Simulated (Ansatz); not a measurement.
# OW: the cost of one run

Program: Ansatz 0.2.0, Gaussian basis. Level of theory: def2-QZVPP, core rule «outside noble gas», up to 5 orbitals frozen. These are calculated values, not measurements.

Plan: UHF; ROHF; CCSD(T) on UHF.

**1. The geometry**

The geometry is a PBE0/def2-TZVP stationary point (not a proven minimum). No spin-orbit coupling is included. Elements past krypton take def2 core potentials.

2 atoms, charge 0, spin multiplicity 7.

Atoms are counted from 1 here; the program's logs count them from 0.

Bond lengths: W1–O2 1.995 Å.

**2. UHF**

Contents of in.yaml:

```yaml
crystal:
  periodic: [false, false, false]
  atoms:
    - {symbol: W, position_ang: [0.000000, 0.000000, 0.000000]}
    - {symbol: O, position_ang: [0.000000, 0.000000, 1.994600]}
basis:
  gaussian: {orbitals: "def2-QZVPP.json"}
magnetization: {spin_polarized: true, initial_magnetization: 6}
hamiltonian: {xc: hf}
output: {orbitals: {seedname: orbitals}}
```

Launch:

```bash
ansatz run in.yaml --threads 1 --pin off --events-out ev --progress --plain --max-ram 4096MiB --backend cpu
```

Q: Estimate wall time and peak memory on 1 thread of AMD EPYC 7R13, shared host.

About 12 s, with a peak of 0.3 GiB.
